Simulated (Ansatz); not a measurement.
## CH6F2Ge2, SMILES [F][GeH2][CH](F)[GeH3]: a single point in a Gaussian basis, step by step

With Ansatz's Python interface.

Notebook, run cell by cell (the value of a cell's last expression is shown):

```python
import ansatz
from ase import Atoms
import numpy as np
```

```python
BASIS_SET = "def2-SVPD"
XC = "b3lyp"
VDW = "d4"

atoms = Atoms(["F", "Ge", "C", "F", "Ge", "H", "H", "H", "H", "H", "H"], positions=[
    [1.9437, -0.2447, -1.5217],
    [1.408, 0.7572, -0.1826],
    [0.0498, -0.1901, 0.8366],
    [0.5722, -1.3794, 1.3068],
    [-1.4781, -0.5603, -0.3076],
    [0.8109, 2.0783, -0.7309],
    [2.6129, 1.0755, 0.7387],
    [-0.2735, 0.4366, 1.6928],
    [-2.5617, -1.311, 0.5075],
    [-2.0586, 0.7757, -0.8372],
    [-1.0255, -1.4378, -1.5024],
])
ch6f2ge2 = ansatz.Crystal.molecule_from_ase(atoms)
```

```python
job = (
    ch6f2ge2.calculation()
    .basis(gaussian=BASIS_SET)
    .functional(XC, dispersion=VDW)
    .forces()
)
trace = []
res = job.session().plan().execute(on_event=trace.append)
rep = res.report
```

    

```python
rep["free_energy_ev"]
```

    -119589.32367906705

```python
rep["mean_field"]["state"]["spin_squared"]
```

    6.394884621840902e-14

```python
for event in trace:
    if event["event"] == "mean_field_evaluation" and event["data"]["evaluation"] <= 25:
        print("pass {evaluation:3d}  E = {energy_ev:.6f} eV  gradient {gradient_ev:.1e}".format(**event["data"]))
```

    pass   1  E = -119584.499444 eV  gradient 5.2e+01
    pass   2  E = -119576.982749 eV  gradient 8.6e+01
    pass   3  E = -119588.672363 eV  gradient 1.1e+01
    pass   4  E = -119588.863811 eV  gradient 4.0e+00
    pass   5  E = -119588.893250 eV  gradient 7.4e-01
    pass   6  E = -119588.893096 eV  gradient 7.4e-01
    pass   7  E = -119588.928115 eV  gradient 8.7e-01
    pass   8  E = -119588.929741 eV  gradient 2.5e-01
    pass   9  E = -119588.929829 eV  gradient 9.4e-02
    pass  10  E = -119588.929842 eV  gradient 3.9e-02
    pass  11  E = -119588.929844 eV  gradient 5.2e-03
    pass  12  E = -119588.929845 eV  gradient 5.8e-03
    pass  13  E = -119588.929845 eV  gradient 1.1e-03
    pass  14  E = -119588.929845 eV  gradient 2.4e-04
    pass  15  E = -119588.929845 eV  gradient 7.7e-05
    pass  16  E = -119588.929845 eV  gradient 8.0e-05
    pass  17  E = -119588.929845 eV  gradient 8.0e-05

```python
print(f"E = {rep['free_energy_ev']:.6f} eV = {rep['free_energy_ev'] / 27.211386246:.7f} Ha")
print("converged:", rep["converged"], " doubts:", rep["published_state_doubts"] or "none")
```

    E = -119589.323679 eV = -4394.8265846 Ha
    converged: True  doubts: none

```python
field = rep["mean_field"]
print("<S^2> =", round(abs(field["state"]["spin_squared"]), 4), " all-electron relativity setting:", field["relativity"])
print("passes:", field["passes"])
if "symmetry" in field:
    print("occupied orbitals by irrep:", field["symmetry"]["occupied"])
```

    <S^2> = 0.0  all-electron relativity setting: none
    passes: {'evaluations': 15, 'products': 13}
    occupied orbitals by irrep: [{'A': 47}, {'A': 47}]

```python
symbols = [site.symbol for site in ch6f2ge2.cartesian_sites]
forces = np.array(rep["forces_ev_ang"])
print("largest force", round(float(np.linalg.norm(forces, axis=1).max()), 4), "eV/A, rms", round(float(np.sqrt((forces ** 2).mean())), 4))
```

    largest force 1.3911 eV/A, rms 0.3879

```python
charges = rep["charge_distribution"]
print("dipole moment", round(4.803205 * float(np.linalg.norm(charges["dipole_moment_e_ang"])), 3), "D")
print("Mulliken:", [(s, round(q, 3)) for s, q in zip(symbols, charges["mulliken_charges_e"])])
```

    dipole moment 2.921 D
    Mulliken: [('F', -0.72), ('Ge', 0.742), ('C', 0.353), ('F', -0.478), ('Ge', -0.284), ('H', 0.051), ('H', 0.079), ('H', -0.138), ('H', 0.126), ('H', 0.13), ('H', 0.14)]

Total energies depend on the basis set; only differences at equal settings carry meaning. The geometry is a force-field or estimated start, not a minimum of this method, and the basis set is short of its limit. b3lyp holds the VWN-RPA fit, as in Gaussian; the form of ORCA and Turbomole is b3lyp5. Mulliken charges are unreliable in a basis with diffuse functions. Early passes use coarser integrals and grids, so their energies can't be compared with the last. Finished in 16 s on 1 thread of Intel(R) Xeon(R) Platinum 8375C CPU @ 2.90GHz (Ice Lake) (shared host), peak memory 0.7 GiB.

(Lines on the test bed's own set-up are left out of the output.)
